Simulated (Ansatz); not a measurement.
Runs of Ansatz 0.2.0 on AlSn. The structure is hexagonal, space group P-6m2 (No. 187). The conventional cell has a = 4.198 Å, b = 4.198 Å, c = 3.307 Å, α = 90.00°, β = 90.00°, γ = 120.00°. Around Sn (site symmetry -6m2) lie 6 Al at 2.93 Å and 2 Sn at 3.31 Å. Al (site symmetry -6m2) is surrounded by 6 Sn at 2.93 Å and 2 Al at 3.31 Å. The cell comes from a database or a generator and needn't be the stable form of this composition.

```csv
task,level,spin,k mesh,cutoff (eV),points for each segment of the path,q mesh,gap on the mesh (eV),V0 of scaled cells (Å³/atom),B0 (GPa)
band structure,PBEsol,"SOC, no magnetisation",7 × 7 × 8,420,14,-,none,-,-
phonons,PBEsol,off,6 × 6 × 8,420,8,2 × 2 × 2,none,-,-
equation of state,PBE,off,7 × 7 × 8,420,-,-,-,25.36,50
equation of state,r2SCAN,off,7 × 7 × 8,500,-,-,-,(a),56
```

Alike in all rows: potentials or basis Ansatz PAW; cell as given; smearing fermi-dirac 0.05 eV.

Fill in the values left out.

(a) 24.73.

Caveats: the PAW data sets come from PBE, with cores solved anew for the run's functional, which leaves a small shift of forces and pressure (some runs); the cell was scaled at fixed shape and fractional positions, which overstates the stiffness of a crystal with free parameters, most of all of layers and chains (some runs); some modes are imaginary (some runs); the PAW data sets were made with another functional, which shifts forces and pressure a little (some runs).

A k mesh can miss the band edges, and rows without SOC leave out spin-orbit coupling on Sn.

A gap of «none» marks a metal or a gap under the smearing width.
